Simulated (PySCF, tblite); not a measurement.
# C₄H₁₂BN₃O: geometry, infrared bands and NMR shifts

What infrared bands and NMR shifts should C₄H₁₂BN₃O (`CCC(=O)NB(N)NC`) show?

The runs use tblite 0.8.0 and PySCF 2.14.0, with density-fitted response routines of our own; the level of theory stands in each step. All values are computed, except where a source is named. Atoms count from 0, in the outputs and in this text.

## 1. Starting geometry

21 atoms, charge 0, multiplicity 1; geometry from: force field or distance geometry start.

Bonds of the start (Å): C0–C1 1.51, C1–C2 1.47, C2–O3 1.29, C2–N4 1.41, N4–B5 1.53, B5–N6 1.53, B5–N7 1.51, N7–C8 1.45, C0–H9 1.11, C0–H10 1.10, C0–H11 1.11, C1–H12 1.13, C1–H13 1.11, N4–H14 1.05, N6–H15 1.03, N6–H16 1.05, N7–H17 1.05, C8–H18 1.12, C8–H19 1.12, C8–H20 1.12.

## 2. Relaxing the molecule with GFN2-xTB

Job settings and geometry (Å):

```
{"job": {"kind": "relax", "xc": "GFN2-xTB", "basis": "xTB"}, "charge": 0, "multiplicity": 1}
C      3.558700     0.361200    -0.684100
C      2.581600     0.083700     0.439800
C      1.203600    -0.162900    -0.016600
O      0.998100    -0.087500    -1.284300
N      0.166400    -0.440700     0.902500
B     -1.265900    -0.686800     0.440300
N     -2.257700    -0.974100     1.565400
N     -1.816000    -0.065000    -0.819200
C     -3.177200     0.337800    -0.548600
H      3.253300     1.228700    -1.308100
H      4.550800     0.568700    -0.248400
H      3.621100    -0.571100    -1.277900
H      2.996100    -0.799800     1.007000
H      2.608000     0.911000     1.186300
H      0.416400    -0.464200     1.920600
H     -3.172700    -1.293500     1.222300
H     -2.347000    -0.125600     2.184800
H     -1.287800     0.800200    -1.089700
H     -3.923800    -0.466500    -0.790800
H     -3.444700     1.226800    -1.173200
H     -3.270100     0.636400     0.526400
```

Run with:

```sh
$ OMP_NUM_THREADS=1 python probes_run.py task.json out
```

One launch serves the whole session: the jobs run in the order shown.

**Question.** This job is followed by: GFN2-xTB harmonic vibrations, gas phase; GIAO PBE0/pcSseg-1 NMR shielding, non-relativistic, gas phase. Predict these results of the whole session: strongest single infrared mode (GFN2-xTB); zero-point energy (GFN2-xTB); ¹³C shifts against TMS (PBE0/pcSseg-1); ¹H shifts against TMS (PBE0/pcSseg-1, means over atoms taken as alike); ¹⁷O shifts against H2O (PBE0/pcSseg-1); ¹⁵N shifts against NH3 (PBE0/pcSseg-1); ¹¹B shifts against BF3·OEt2 (PBE0/pcSseg-1).

**Answer**, as computed:

```
                                                              quantity                                   value
                             strongest single infrared mode (GFN2-xTB)                   1407 cm⁻¹, 702 km/mol
                                          zero-point energy (GFN2-xTB)                          109.5 kcal/mol
                                ¹³C shifts against TMS (PBE0/pcSseg-1)             179.2, 33.6, 29.8, 10.6 ppm
¹H shifts against TMS (PBE0/pcSseg-1, means over atoms taken as alike)  5.37, 4.67, 2.80, 2.10, 1.51, 1.11 ppm
                                ¹⁷O shifts against H2O (PBE0/pcSseg-1)                               418.9 ppm
                                ¹⁵N shifts against NH3 (PBE0/pcSseg-1)                   143.5, 60.1, 44.0 ppm
                           ¹¹B shifts against BF3·OEt2 (PBE0/pcSseg-1)                                18.4 ppm
```

What this shows: The optimisation took 123 steps and gained 2.225 eV; among the close pairs (by a distance rule), B5–N6 changed most, from 1.527 to 1.411 Å. No mode is imaginary among the 57: a minimum at this level. Unscaled tight-binding wavenumbers are off by several per cent, some by more. Its intensities can rank the bands wrongly. At PBE0/pcSseg-1: The largest span, 768 ppm, is at O3, where the paramagnetic term is -489 ppm.
